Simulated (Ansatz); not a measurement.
Below is the output of a Python script on the Python package of Ansatz (0.2.0) that makes a ladder of methods at one geometry of CH3AlBNO, SMILES N=[C]1B[O][AlH]1. Write a script that gives it. Settings (for the species named): LC-wPBE, def2-SVP basis, multiplicity 1. The script varies functional: lc_wpbe, pbe, cam_b3lyp, blyp.

```xyz
8

N    -0.5814    1.6509    0.0159
C    -0.1358    0.5238   -0.1594
B     1.2742   -0.0357   -0.6240
O     0.9232   -1.4346   -0.6191
Al   -0.7220   -1.2682    0.1770
H    -1.5890    1.8242    0.3611
H     2.3971    0.4747   -0.6709
H    -1.4741   -1.7922    1.4635
```

```console
$ python methods_ch3albno.py
functional    E (Ha)        dipole (D)   HOMO (eV)  LUMO (eV)
lc_wpbe       -436.700786     3.723      -8.076     -0.263
pbe           -436.559639     2.784      -4.457     -3.041
cam_b3lyp     -436.838806     3.444      -6.819     -1.326
blyp          -436.880380     2.727      -4.325     -2.892
```

One script that gives this output:

Script `methods_ch3albno.py`:
```python
# -*- coding: utf-8 -*-
from pathlib import Path

import ansatz as az
from ase import Atoms
import numpy as np

atoms = Atoms(["N", "C", "B", "O", "Al", "H", "H", "H"], positions=[
    (-0.5814, 1.6509, 0.0159),
    (-0.1358, 0.5238, -0.1594),
    (1.2742, -0.0357, -0.624),
    (0.9232, -1.4346, -0.6191),
    (-0.722, -1.2682, 0.177),
    (-1.589, 1.8242, 0.3611),
    (2.3971, 0.4747, -0.6709),
    (-1.4741, -1.7922, 1.4635),
])
molecule = az.Crystal.molecule_from_ase(atoms)

model = molecule.calculation()
model = model.basis(gaussian="def2-SVP")
model = model.accuracy("medium")

print("functional    E (Ha)        dipole (D)   HOMO (eV)  LUMO (eV)")
for name in ["lc_wpbe", "pbe", "cam_b3lyp", "blyp"]:
    report = model.functional(name).forces().orbitals().run(threads=1, pin="off", runs_dir="runs").report
    lines = Path(report["orbitals_path"]).read_text().splitlines()
    field_of = lambda key: [line.split("=")[1].strip() for line in lines if line.startswith(key)]
    orbitals = [(27.211386 * float(e), s, float(n)) for e, s, n in zip(field_of("Ene="), field_of("Spin="), field_of("Occup="))]
    homo = max(e for e, _, n in orbitals if n > 0.5)
    lumo = min(e for e, _, n in orbitals if n < 0.5)
    dipole = 4.803205 * np.linalg.norm(report["charge_distribution"]["dipole_moment_e_ang"])
    print(f"{name:10s} {report['free_energy_ev'] / 27.211386246:14.6f} {dipole:9.3f} {homo:11.3f} {lumo:10.3f}")
```

Reading the output:
- The settings weren't tested for convergence.
- The geometry is a force-field or estimated start, not a minimum of this method, and the basis set is short of its limit. A lower total doesn't mark the better method: functionals have no common bound, and MP2 and coupled cluster aren't variational.
- Levels such as HOMO and LUMO are orbital energies: with these approximate functionals they aren't the ionisation energy and electron affinity, and their gap isn't the fundamental gap.
- Run time: 14 s on 1 thread of Arm Neoverse V1, on a shared host, peak memory 0.26 GiB.
